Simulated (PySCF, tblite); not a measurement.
# C₅H₆F₂GeSe: geometry, infrared bands and NMR shifts

Wanted: the infrared bands and NMR shifts of C₅H₆F₂GeSe (`FCC1=[CH][GeH2][Se]C=C1F`), by calculation.

Programs: tblite 0.8.0 and PySCF 2.14.0, with density-fitted response routines of our own. Each step states its level of theory. These are calculated values for one molecule in the gas phase, unless marked as measured. Atoms count from 0, in the outputs and in this text.

### 1 Starting geometry

15 atoms, charge 0, multiplicity 1; geometry from: force field or distance geometry start.

Bonds of the start (Å): F0–C1 1.36, C1–C2 1.54, C2–C3 1.27, C3–Ge4 1.91, Ge4–Se5 2.35, Se5–C6 1.90, C6–C7 1.28, C7–F8 1.40, C7–C2 1.44, C1–H9 1.11, C1–H10 1.10, C3–H11 1.11, Ge4–H12 1.54, Ge4–H13 1.58, C6–H14 1.11.

### 2 Optimising the geometry with GFN2-xTB

Job settings and geometry (Å):

```
{"job": {"kind": "relax", "xc": "GFN2-xTB", "basis": "xTB"}, "charge": 0, "multiplicity": 1}
F     -2.660900    -0.268300     1.178200
C     -2.047700    -0.567000     0.004000
C     -0.572100    -0.124700     0.013200
C      0.301800    -1.036700    -0.149700
Ge     2.205900    -0.911300    -0.195300
Se     2.515900     1.398700     0.069500
C      0.707500     1.970700     0.213200
C     -0.375000     1.287600     0.180500
F     -1.549900     2.035200     0.319300
H     -2.571000    -0.047800    -0.830700
H     -2.070200    -1.630200    -0.258300
H     -0.076800    -2.072300    -0.249200
H      2.886000    -1.708300     0.939100
H      2.718800    -1.380200    -1.614500
H      0.583200     3.062600     0.358900
```

Command:

```console
OMP_NUM_THREADS=1 python probes_run.py task.json out
```

This one command runs all jobs of the session in turn.

**Question.** This job is followed by: GFN2-xTB harmonic vibrations, gas phase; GIAO PBE0/pcSseg-1 NMR shielding, non-relativistic, gas phase. Predict these results of the whole session: strongest single infrared mode (GFN2-xTB); zero-point energy (GFN2-xTB); 13C shifts against TMS (PBE0/pcSseg-1); 1H shifts against TMS (PBE0/pcSseg-1, means over atoms taken as alike); 19F shifts against CFCl3 (PBE0/pcSseg-1); 73Ge shifts against GeMe4 (PBE0/pcSseg-1); 77Se shifts against Me2Se (PBE0/pcSseg-1).

The runs gave:

```
                                                              quantity                                 value
                             strongest single infrared mode (GFN2-xTB)                 1903 cm⁻¹, 449 km/mol
                                          zero-point energy (GFN2-xTB)                         56.3 kcal/mol
                                13C shifts against TMS (PBE0/pcSseg-1)  162.8, 153.1, 115.7, 113.3, 85.6 ppm
1H shifts against TMS (PBE0/pcSseg-1, means over atoms taken as alike)            6.43, 6.23, 5.57, 5.38 ppm
                              19F shifts against CFCl3 (PBE0/pcSseg-1)                    -116.9, -265.6 ppm
                             73Ge shifts against GeMe4 (PBE0/pcSseg-1)                              -127 ppm
                             77Se shifts against Me2Se (PBE0/pcSseg-1)                              -229 ppm
```

What this shows: Over 170 steps the energy fell by 0.647 eV; of the close pairs, C2–C3 changed most, 1.274 to 1.342 Å. All 39 modes are real, so the xTB geometry is a minimum. The strongest single mode, at 1903 cm⁻¹, moves mainly H12 and H13. GFN2-xTB is a fitted tight-binding method: band positions and strengths are rough. Its intensities can rank the bands wrongly. At PBE0/pcSseg-1: Shielding is most anisotropic at Se5 (span 980 ppm, paramagnetic term -1011 ppm). Spin-orbit coupling is left out, which matters for shieldings and couplings at and beside the heavy atoms.
